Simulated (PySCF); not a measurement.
# A diatomic session: NaSn

An exercise on one series of results from a longer session: the logs are not shown, and one member is left open.

The runs use PySCF 2.14.0; Na x2c-SVPall, Sn x2c-SVPall, spin-free X2C with a Gaussian nucleus.

The first run:

Settings of the job:

```yaml
atoms: Na, Sn
charge: 0
basis: Na x2c-SVPall, Sn x2c-SVPall
Hamiltonian: spin-free X2C with a Gaussian nucleus
basis_functions: 51
electrons_treated: 61
masses_in_u: 22.9898, 119.9022
levels: PBE0, PBE, r²SCAN, M06-L, BLYP, BHandHLYP, ωB97X, HF, MP2, SCS-MP2, CCSD, CCSD(T)
grid: 80 radial by 434 angular points
occupations: held fixed by the projection of orbital angular momentum
dissociation_limit: Na + Sn, each in its ground configuration
starting_distance_in_angstrom: 2.925
values_of_2S_to_try: 1, 3
```

Run with:

```bash
OMP_NUM_THREADS=1 python dia.py task.json out
```

Among the steps run: Input; The PBE0 curve of the state that the search chose; Excited determinants; PBE (GGA); r²SCAN; M06-L (meta-GGA); BLYP (GGA); BHandHLYP (global hybrid GGA); ωB97X; UHF (mean field); Correlated methods on the Hartree–Fock reference.

One of the session's tables, all rows but one given; the rest of the session is left out.

It belongs to the step «Constants by level of theory». Differences from CCSD(T) in the same basis:

| level | Re (mÅ) | ωe (%) |
| --- | --- | --- |
| UHF | +7 | -1.8 |
| UHF-MP2 | -6 | +1.2 |
| UHF-SCS-MP2 | -3 | +0.6 |
| UHF-CCSD | 0 | -0.1 |
| PBE | -18 | -6.1 |
| BLYP | +6 | -10.8 |
| r²SCAN | -37 | -1.0 |
| M06-L | ? | ? |
| PBE0 | -37 | -2.1 |
| BHandHLYP | -45 | -1.3 |
| ωB97X | -62 | +3.5 |

Estimate the missing values for M06-L.

As computed: Re (mÅ): -7; ωe (%): -1.4. In the column «Re (mÅ)» it lies between PBE (-18) and UHF-MP2 (-6).

Caveats from the session: At some levels the lowest empty orbital lies below the highest filled one (the two can be of opposite spin).
